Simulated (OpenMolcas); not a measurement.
# TPSS/def2-TZVPPD (core potential) run of TlBr (SMILES [Br][Tl])

We compute energy and gradient of TlBr. 

The results are computed with OpenMolcas 26.06.

1 further run of the same task is left out (set aside as unsound or not needed).

### 1 The structure to begin with

TlBr: 2 atoms, total charge 0, spin state singlet. As SMILES, `[Br][Tl]`. The bond length is the measured one.

Bond lengths: Br1–Tl2 2.618 Å.

### 2 Energy and gradient at TPSS/def2-TZVPPD (core potential)

Input file mol.xyz:

```xyz
2

Br     0.000000     0.000000     0.000000
Tl     0.000000     0.000000     2.618191
```

Input file job.inp:

```
&GATEWAY
  BasLib=$CurrDir
  Coord=mol.xyz
  Basis=def2-TZVPPD
  Group=NoSym

&SEWARD
  GridInput
  Grid=UltraFine
  End of Grid

&SCF
  KSDFT=2
  1.0 MGGA_X_TPSS
  1.0 MGGA_C_TPSS
  Thresholds=1e-10 1e-07 1e-07 1e-05
  PrOrbitals=1 1

&ALASKA
```

The basis set def2-TZVPPD is read from a file made from the Basis Set Exchange's data (not shown).

Launch:

```
export MOLCAS_MEM=1860
pymolcas job.inp > job.log
```

**Question.** What will come out? Wanted: total energy; dipole moment; HOMO energy; LUMO energy; HOMO–LUMO gap; largest force on an atom.

**Answer.** As computed:

Level: TPSS/def2-TZVPPD (core potential).

```
                quantity           value
            total energy  -2746.62133 Eh
           dipole moment          4.30 D
             HOMO energy        -6.32 eV
             LUMO energy        -2.34 eV
           HOMO–LUMO gap         3.98 eV
largest force on an atom      0.402 eV/Å
```

What this shows: The largest force is 0.40 eV/Å: the shape isn't a stationary point for this species at this level.
